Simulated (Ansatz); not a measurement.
## HfB under changes of volume

One of the cells (12.326 Å³/atom); the others are scaled copies at fixed shape and fractional positions:

```
CELL_PARAMETERS angstrom
0.00000 2.31000 2.31000
2.31000 0.00000 2.31000
2.31000 2.31000 0.00000
ATOMIC_POSITIONS crystal
Hf 0.50000 0.50000 0.50000
B 0.00000 0.00000 0.00000
```

```yaml
Program: Ansatz 0.2.0
Functional: r2SCAN
Potentials_or_basis: Ansatz PAW
Cutoff: "500 eV (not typed: the program's choice for these potentials)"
k_mesh: 10 × 10 × 10
Occupations: fermi-dirac, width 0.05 eV
Spin: no spin polarisation
```

| volume (Å³/atom) | energy over the lowest point (meV/atom) | pressure (GPa) |
| --- | --- | --- |
| 11.587 | 272.28 | 47.7 |
| 11.833 | ? | ? |
| 12.080 | 146.67 | 34.6 |
| 12.326 | 98.09 | 28.9 |
| 12.573 | 57.92 | 23.6 |
| 12.819 | 25.44 | 18.8 |
| 13.066 | 0.00 | 14.4 |

Task: What does the run at 11.833 Å³/atom give?

Result: Energy over the lowest point 204.45 meV/atom; pressure 40.8 GPa.

Worked out: A Birch-Murnaghan fit of order 3 (a polynomial in V^(-2/3)) to the other rows has no minimum within the range. It gives 204.56 meV/atom at 11.833 Å³/atom, against the run's 204.45, and -dE/dV = 40.7 GPa, against 40.8.

Energies are extrapolated to zero smearing.

Caveats: the PAW data sets come from PBE, with cores solved anew for the run's functional, which leaves a small shift of forces and pressure.
